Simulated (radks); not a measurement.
# Au⁺ in [Xe] 4f14 5d10: an all-electron calculation

The task here is to estimate one member of a computed series from the others.

Program: radks (a radial shooting solver on a logarithmic mesh, Libxc functionals) version 1. Level of theory: scalar-relativistic Kohn-Sham, B86b exchange with PBE correlation, spin-polarised, spherical densities, point nucleus. These are calculated values, not measurements, unless marked.

## Starting point

* element: gold (Z = 79)
* charge: +1
* electrons: 78
* configuration: [Xe] 4f14 5d10

The outer shells:

Au⁺
```
[Xe] core
4f [↑↓][↑↓][↑↓][↑↓][↑↓][↑↓][↑↓]
5d [↑↓][↑↓][↑↓][↑↓][↑↓]
```

Set-up of the first run:

Input:

```text
Z 79
configuration [Xe] 4f14 5d10
relativity scalar-relativistic
functional b86_mgc,pbe
spin polarised
nucleus point
c 137.035999084
```

Started as:

```console
python run_ks.py task.json out
```

This one command runs every case of the session in turn.

One table of the session follows, with a row left open; its other results are not shown here.

It belongs to the step «Radial structure». Radial moments (bohr):

| level | <r> | outermost maximum (interpolated) | 90 % within | nodes |
| --- | --- | --- | --- | --- |
| 1s | 0.01686 | 0.0104 | 0.0308 | 0 |
| 2s | 0.07111 | 0.0602 | 0.110 | 1 |
| 2p | 0.06424 | 0.0498 | 0.105 | 0 |
| 3s | 0.1838 | 0.170 | 0.270 | 2 |
| 3p | 0.1851 | 0.169 | 0.277 | 1 |
| 3d | ? | ? | ? | ? |
| 4s | 0.4070 | 0.383 | 0.583 | 3 |
| 4p | 0.4335 | 0.403 | 0.628 | 2 |
| 4d | 0.4583 | 0.410 | 0.684 | 1 |
| 5s | 0.9274 | 0.848 | 1.33 | 4 |
| 4f | 0.4987 | 0.376 | 0.801 | 0 |
| 5p | 1.074 | 0.953 | 1.56 | 3 |
| 5d | 1.575 | 1.21 | 2.47 | 2 |

**Question.** Estimate the row for 3d.

**Answer.** <r>: 0.1677; outermost maximum (interpolated): 0.138; 90 % within: 0.260; nodes: 0. In the column «<r>» it lies between 2s (0.07111) and 3s (0.1838).
